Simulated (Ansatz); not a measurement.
# C₂H₆O₂Sn: a ladder of functionals and wavefunction methods

One table from this session's results is given with a row withheld; the runs are named, their logs left out.

Computed with Ansatz 0.2.0, Gaussian basis. Level: functionals in def2-TZVPP, the program's frozen cores in correlated methods.

Levels to be run: LDA (SPW92), PBE-D4, revPBE-D4, BLYP-D4, r2SCAN-D4, B97M-V, PBE0-D4, B3LYP-D4, r2SCANh-D4, r2SCAN0-D4, HSE06-D4, BHLYP-D4, CAM-B3LYP-D4, LC-ωPBE, ωB97X-V, ωB97M-V, B2PLYP, PBE-QIDH; CCSD(T)/def2-SVP; CCSD(T)/def2-TZVPP; MP2/def2-QZVPP; extrapolation to the limit; RPA on PBE.

1 further run of the same task is left out (for a known fault of the program).

## The relaxed structure

All runs share one geometry, relaxed beforehand with PBE0-D4 in a triple-zeta def2 set. Sn takes the def2 core potential; no spin-orbit term is included.

SMILES `CC(=O)[O][SnH3]`, 11 atoms, charge 0, spin multiplicity 1.

Atoms are counted from 1 here; the program's logs count them from 0.

Bond lengths: C1–C2 1.496 Å, C1–H6 1.091 Å, C1–H7 1.092 Å, C1–H8 1.087 Å, C2–O3 1.222 Å, C2–O4 1.308 Å, O4–Sn5 2.054 Å, Sn5–H9 1.696 Å, Sn5–H10 1.710 Å, Sn5–H11 1.696 Å. Angles: C2–C1–H6 109.4°, C2–C1–H7 109.4°, C2–C1–H8 110.3°, H6–C1–H7 107.2°, H6–C1–H8 110.2°, H7–C1–H8 110.2°, C1–C2–O3 123.8°, C1–C2–O4 115.3°, O3–C2–O4 120.9°, C2–O4–Sn5 105.6°, O4–Sn5–H9 109.9°, O4–Sn5–H10 95.9°, O4–Sn5–H11 109.9°, H9–Sn5–H10 111.3°, H9–Sn5–H11 116.5°, H10–Sn5–H11 111.3°.

The first run:

The input, in.yaml:

```yaml
crystal:
  periodic: [false, false, false]
  atoms:
    - {symbol: C, position_ang: [0.093960, -1.658091, 1.221387]}
    - {symbol: C, position_ang: [-0.192044, -0.536125, 0.273431]}
    - {symbol: O, position_ang: [-1.232771, -0.427543, -0.358024]}
    - {symbol: O, position_ang: [0.761690, 0.350524, 0.152442]}
    - {symbol: Sn, position_ang: [0.063694, 1.730849, -1.198794]}
    - {symbol: H, position_ang: [0.298594, -1.252134, 2.213685]}
    - {symbol: H, position_ang: [0.992515, -2.186519, 0.897680]}
    - {symbol: H, position_ang: [-0.749664, -2.342233, 1.261946]}
    - {symbol: H, position_ang: [-1.286155, 2.533802, -0.559400]}
    - {symbol: H, position_ang: [1.452362, 2.727738, -1.166500]}
    - {symbol: H, position_ang: [-0.136880, 1.002832, -2.717153]}
basis:
  gaussian: {orbitals: def2-TZVPP}
hamiltonian: {xc: lda}
output: {orbitals: {seedname: orbitals}}
```

Started as:

```sh
> ansatz run in.yaml --threads 4 --pin off --events-out ev --progress --plain --max-ram 10444MiB
```

Among the steps run: LDA; PBE-D4 (GGA); revPBE-D4 (GGA); BLYP-D4 (GGA); r2SCAN-D4 (meta-GGA); B97M-V (meta-GGA); PBE0-D4 (hybrid); B3LYP-D4 (hybrid); r2SCANh-D4 (hybrid); r2SCAN0-D4 (hybrid); HSE06-D4 (hybrid); BHLYP-D4 (hybrid); CAM-B3LYP-D4 (range-separated); LC-ωPBE (range-separated); ωB97X-V (range-separated); ωB97M-V (range-separated); B2PLYP (double hybrid); PBE-QIDH (double hybrid).

One of the session's tables, all rows but one given; the rest of the session is left out.

It belongs to the step «Orbital energies across the functionals». 

| functional | HOMO (eV) | gap (eV) |
| --- | --- | --- |
| LDA (SPW92) | -6.61 | 5.10 |
| PBE-D4 | -6.43 | 5.17 |
| revPBE-D4 | -6.35 | 5.19 |
| BLYP-D4 | -6.34 | 5.14 |
| r2SCAN-D4 | -6.75 | 5.87 |
| B97M-V | -6.92 | 5.80 |
| PBE0-D4 | -8.02 | 7.54 |
| B3LYP-D4 | ? | ? |
| r2SCANh-D4 | -7.35 | 6.74 |
| r2SCAN0-D4 | -8.26 | 8.04 |
| HSE06-D4 | -7.62 | 6.78 |
| BHLYP-D4 | -9.57 | 9.77 |
| CAM-B3LYP-D4 | -9.48 | 9.82 |
| LC-ωPBE | -10.78 | 12.24 |
| ωB97X-V | -10.47 | 11.79 |
| ωB97M-V | -10.40 | 11.38 |

**Question.** Estimate the row for B3LYP-D4.

Worked estimate for «HOMO (eV)». Against the share of exact exchange, BLYP-D4 (0, -6.34), BHLYP-D4 (0.5, -9.57) give a slope of -6.46 per unit share; at 0.2 the line stands at -7.63.

**Answer.** HOMO (eV): -7.78; gap (eV): 7.04. In «HOMO (eV)» the line misses by +0.15.
